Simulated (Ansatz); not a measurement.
# HF/def2-SVP run of C3H4F2 (SMILES FC1CC1F)

What is the electronic atomisation energy of C3H4F2 at HF/def2-SVP? 

Program for the calculation: Ansatz 0.2.0.

50 further runs of the same task are left out: 50 set aside as unsound or not needed. Runs told in other sessions of the task aren't counted.

**1. The structure to begin with**

C3H4F2: 9 atoms, total charge 0, spin state singlet. As SMILES, `FC1CC1F`. The shape is that of a PBE0-D4/def2-TZVP optimisation.

Bond lengths: F1–C2 1.356 Å, C2–C3 1.495 Å, C2–C4 1.489 Å, C3–C4 1.495 Å, C4–F5 1.356 Å, C2–H6 1.084 Å, C3–H7 1.083 Å, C3–H8 1.084 Å, C4–H9 1.084 Å. Some angles: F1–C2–C3 117.2°, F1–C2–C4 117.5°, C3–C2–C4 60.1°, C2–C3–C4 59.7°, C2–C4–C3 60.1°, C2–C4–F5 117.4°, C3–C4–F5 117.2°, F1–C2–H6 112.2°, C3–C2–H6 120.8°, C4–C2–H6 119.9°.

**2. A single-point energy at HF/def2-SVP**

Input file in.yaml:

```yaml
crystal:
  periodic: [false, false, false]
  atoms:
    - {symbol: F, position_ang: [-0.169600, 1.608000, -1.012600]}
    - {symbol: C, position_ang: [0.216800, 0.825500, 0.025400]}
    - {symbol: C, position_ang: [0.580500, -0.591100, -0.284000]}
    - {symbol: C, position_ang: [-0.696000, -0.279700, 0.428900]}
    - {symbol: F, position_ang: [-1.848900, -0.425100, -0.270300]}
    - {symbol: H, position_ang: [0.755400, 1.385300, 0.781900]}
    - {symbol: H, position_ang: [1.394400, -1.070200, 0.245000]}
    - {symbol: H, position_ang: [0.461700, -0.872500, -1.323800]}
    - {symbol: H, position_ang: [-0.820200, -0.522400, 1.478400]}
basis:
  gaussian:
    orbitals: def2-SVP
hamiltonian:
  xc: hf
accuracy: high
output:
  orbitals: {seedname: orbitals}
```

On the command line:

```sh
$ ansatz run in.yaml --threads 1 --pin off --max-ram 2610MiB --events-out events.jsonl --progress --plain --runs-dir runs
```

Standard output:

```text
Warning: RAYON_NUM_THREADS=1 ignored (pool sized by the plan → 1); use --threads N
Functional definition: HF
  name "HF"
  exchange = exact_x
  correlation = 0
2132 factors; integrals over basis functions are off by at most 3.5e-9 eV
mean field evaluation 1: about -8555.6976 eV, gradient 3.0e1 eV
mean field evaluation 2: about -8555.8125 eV, gradient 3.1e1 eV
mean field evaluation 4: about -8558.0435 eV, gradient 3.8e0 eV
mean field evaluation 8: about -8558.0813 eV, gradient 2.0e-1 eV
mean field evaluation 16: about -8558.0815 eV, gradient 2.7e-8 eV
mean field -8558.08145916 eV, -314.5036927483 hartree, gradient 2.7e-8 eV, S^2 0.000000; 0 other end points of the search recorded, 0 dependent functions left out
reference -8558.08145916 eV, -314.5036927483 hartree; 20, 20 occupied and 70, 70 virtual orbitals, 2132 factors
Total energy: -8558.08145916 eV, -314.5036927483 hartree
```

Wall time 2.8 s (1 thread of Arm Neoverse V2, shared host); peak memory 0.26 GiB.

**3. The C atom at the same level**

Input file in.yaml:

```yaml
basis:
  gaussian:
    orbitals: def2-SVP
crystal:
  periodic: [false, false, false]
  atoms:
    - {symbol: C, position_ang: [0.000000, 0.000000, 0.000000]}
hamiltonian:
  xc: hf
accuracy: high
magnetization:
  spin_polarized: true
  initial_magnetization: 2
```

On the command line:

```sh
$ ansatz run in.yaml --threads 1 --pin off --max-ram 2610MiB --events-out events.jsonl --progress --plain --runs-dir runs
```

Standard output:

```text
Warning: RAYON_NUM_THREADS=1 ignored (pool sized by the plan → 1); use --threads N
Functional definition: HF
  name "HF"
  exchange = exact_x
  correlation = 0
95 factors; integrals over basis functions are off by at most 1.9e-9 eV
mean field evaluation 1: about -1024.0862 eV, gradient 6.0e0 eV
mean field evaluation 2: about -1024.0867 eV, gradient 6.0e0 eV
mean field evaluation 4: about -1024.3783 eV, gradient 2.4e-1 eV
mean field evaluation 8: about -1024.3789 eV, gradient 1.6e-4 eV
mean field evaluation 16: about -1024.3792 eV, gradient 1.4e-2 eV
mean field -1024.37889008 eV, -37.6452298613 hartree, gradient 4.4e-9 eV, S^2 2.006584; 0 other end points of the search recorded, 0 dependent functions left out
reference -1024.37889008 eV, -37.6452298613 hartree; 4, 2 occupied and 10, 12 virtual orbitals, 95 factors
Total energy: -1024.37889008 eV, -37.6452298613 hartree
```

It took 0.04 s on 1 thread of Arm Neoverse V2, shared host.

**4. The F atom at the same level**

Input file in.yaml:

```yaml
crystal:
  periodic: [false, false, false]
  atoms:
    - {symbol: F, position_ang: [0.000000, 0.000000, 0.000000]}
basis:
  gaussian:
    orbitals: def2-SVP
hamiltonian:
  xc: hf
magnetization:
  spin_polarized: true
  initial_magnetization: 1
accuracy: high
```

On the command line:

```sh
$ ansatz run in.yaml --threads 1 --pin off --max-ram 2610MiB --events-out events.jsonl --progress --plain --runs-dir runs
```

Standard output:

```text
Warning: RAYON_NUM_THREADS=1 ignored (pool sized by the plan → 1); use --threads N
Functional definition: HF
  name "HF"
  exchange = exact_x
  correlation = 0
95 factors; integrals over basis functions are off by at most 1.3e-9 eV
mean field evaluation 1: about -2701.5085 eV, gradient 7.1e0 eV
mean field evaluation 2: about -2701.5087 eV, gradient 7.1e0 eV
mean field evaluation 4: about -2701.6549 eV, gradient 6.3e-1 eV
mean field evaluation 8: about -2701.6567 eV, gradient 3.4e-4 eV
mean field evaluation 16: about -2701.6567 eV, gradient 7.7e-2 eV
mean field -2701.65666529 eV, -99.2840512006 hartree, gradient 3.3e-9 eV, S^2 0.752413; 0 other end points of the search recorded, 0 dependent functions left out
reference -2701.65666529 eV, -99.2840512006 hartree; 5, 4 occupied and 9, 10 virtual orbitals, 95 factors
Total energy: -2701.65666529 eV, -99.2840512006 hartree
```

Wall time 0.04 s (1 thread of Arm Neoverse V2, shared host).

**5. The H atom at the same level**

Input file job.yaml:

```yaml
crystal:
  periodic: [false, false, false]
  atoms:
    - symbol: H
      position_ang: [0.000000, 0.000000, 0.000000]
basis:
  gaussian:
    orbitals: def2-SVP
magnetization:
  spin_polarized: true
  initial_magnetization: 1
hamiltonian:
  xc: hf
accuracy: high
```

On the command line:

```sh
$ ansatz run job.yaml --threads 1 --pin off --max-ram 2610MiB --events-out events.jsonl --progress --plain --runs-dir runs
```

Standard output:

```text
Warning: RAYON_NUM_THREADS=1 ignored (pool sized by the plan → 1); use --threads N
Functional definition: HF
  name "HF"
  exchange = exact_x
  correlation = 0
15 factors; integrals over basis functions are off by at most 8.9e-10 eV
mean field evaluation 1: about -13.5522 eV, gradient 1.6e0 eV
mean field evaluation 2: about -13.5522 eV, gradient 1.6e0 eV
mean field evaluation 4: about -13.5861 eV, gradient 1.4e-4 eV
mean field evaluation 8: about -13.5861 eV, gradient 3.1e-14 eV
mean field -13.58605754 eV, -0.4992784057 hartree, gradient 4.2e-10 eV, S^2 0.750000; 0 other end points of the search recorded, 0 dependent functions left out
reference -13.58605754 eV, -0.4992784057 hartree; 1, 0 occupied and 4, 5 virtual orbitals, 15 factors
Total energy: -13.58605754 eV, -0.4992784057 hartree
```

Wall time 0.04 s (1 thread of Arm Neoverse V2, shared host).

**6. Outcome**

Level: HF/def2-SVP.

| quantity | value |
| --- | --- |
| molecule: total energy | -314.50369 Eh |
| molecule: HOMO energy | -11.94 eV |
| molecule: LUMO energy | 4.69 eV |
| molecule: HOMO–LUMO gap | 16.63 eV |
| C atom: total energy | -37.64523 Eh |
| C atom: ⟨S²⟩ | 2.007 |
| F atom: total energy | -99.28405 Eh |
| F atom: ⟨S²⟩ | 0.752 |
| H atom: total energy | -0.49928 Eh |
| H atom: ⟨S²⟩ | 0.750 |
| electronic atomisation energy | 27.287 eV |

**Reading.** Taking the molecule apart into free atoms costs 27.29 eV (2633 kJ/mol), before zero-point energy and without spin-orbit coupling. Hartree–Fock lacks the correlation of the bonding pairs, which as a rule makes this value much too low; in minimal bases other errors can mask that.
